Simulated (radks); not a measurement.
# Si in [He] 2s2 2p5.75 3s2 3p2 4p0.25: an all-electron calculation

One table from this session's results is given with a row withheld; the runs are named, their logs left out.

Program: radks (a radial shooting solver on a logarithmic mesh, Libxc functionals) version 1. Level of theory: scalar-relativistic Kohn-Sham, r2SCAN, spin-polarised, spherical densities, finite nucleus; open shells are filled with parallel spins first. These are calculated values, not measurements, unless marked.

### Starting point

```
element            : silicon (Z = 14)
charge             : 0
electrons          : 14
configuration      : [He] 2s2 2p5.75 3s2 3p2 4p0.25
nuclear rms radius : 3.1224 fm
```

Set-up of the first run:

Input:

```text
Z 14
configuration [He] 2s2 2p5.75 3s2 3p2 4p0.25
relativity scalar-relativistic
functional r2scan,r2scan
spin polarised
nucleus finite rms 3.1224 fm
c 137.035999084
```

One of the session's tables, all rows but one given; the rest of the session is left out.

It belongs to the step «Shells». Sizes of the orbitals, from the radial functions (bohr):

```
  level     <r>  outermost maximum (interpolated)  90 % within  nodes
  1s up  0.1113                            0.0726        0.199      0
1s down  0.1112                            0.0726        0.199      0
  2s up  0.5612                             0.452        0.882      1
2s down  0.5623                             0.452        0.884      1
  2p up  0.5298                             0.386        0.887      0
2p down  0.5314                             0.387        0.889      0
  3s up   2.101                              1.75         3.19      2
3s down       ?                                 ?            ?      ?
  3p up   2.543                              2.05         3.95      1
3p down   2.560                              2.05         3.98      1
  4p up   14.23                              12.8         20.8      2
```

**Question.** Estimate the row for 3s down.

As computed: <r>: 2.106; outermost maximum (interpolated): 1.74; 90 % within: 3.21; nodes: 2. In the column «<r>» it lies between 3s up (2.101) and 3p up (2.543).
